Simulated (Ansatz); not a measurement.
# GeF+ (singlet): from Hartree-Fock to the top rungs, cc-pVDZ

The task here is to estimate one member of a computed series from the others.

The runs use Ansatz 0.2.0, Gaussian basis; cc-pVDZ, core rule «outside noble gas», up to 15 orbitals frozen.

Plan: UHF; CCSD(T) on RHF; BCCD(T) on RHF; CISD; CCSDT(Q) on RHF; CCSDTQ on RHF.

12 further runs of the same task are left out: 5 for a known fault of the program, 2 that didn't finish, 5 set aside as unsound or not needed.

## The geometry

The geometry is a PBE0/def2-TZVP stationary point (not a proven minimum). No spin-orbit coupling is included. The filled d shell of Ge may be among the frozen orbitals whatever the setting's name suggests; the logs give the count.

2 atoms, charge 1, spin multiplicity 1.

Atoms are counted from 1 here; the program's logs count them from 0.

Bond lengths: Ge1–F2 1.676 Å.

The first run:

in.yaml

```yaml
crystal:
  periodic: [false, false, false]
  atoms:
    - {symbol: Ge, position_ang: [0.000000, 0.000000, 0.000000]}
    - {symbol: F, position_ang: [0.000000, 0.000000, 1.676300]}
basis:
  gaussian: {orbitals: cc-pVDZ}
total_charge: 1
magnetization: {spin_polarized: true, initial_magnetization: 0}
hamiltonian: {xc: hf}
output: {orbitals: {seedname: orbitals}}
```

Started as:

```
> ansatz run in.yaml --threads 1 --pin off --events-out ev --progress --plain --max-ram 2393MiB
```

Steps of the session up to this table: UHF; CCSD(T) on RHF; BCCD(T) on RHF; CISD; CCSDT(Q) on RHF; CCSDTQ on RHF.

One of the session's tables, all rows but one given; the rest of the session is left out.

| method | from RCCSDTQ (meV) |
| --- | --- |
| RHF | +7230.1 |
| RMP2 | ? |
| RCCSD | +202.4 |
| RCCSD(T) | +30.0 |
| BCCD(T) | +21.0 |
| RCCSDT | +17.0 |
| RCCSDT(Q) | -4.4 |
| RCCSDTQ | 0 |

Estimate the missing values for RMP2.

The run gave: from RCCSDTQ (meV): +471.0. In the column «from RCCSDTQ (meV)» it lies between RCCSD (+202.4) and RHF (+7230.1).

Not comparable, so not listed: CISD (they don't share determinant, frozen orbitals or solution with the rows shown, or repeat one).
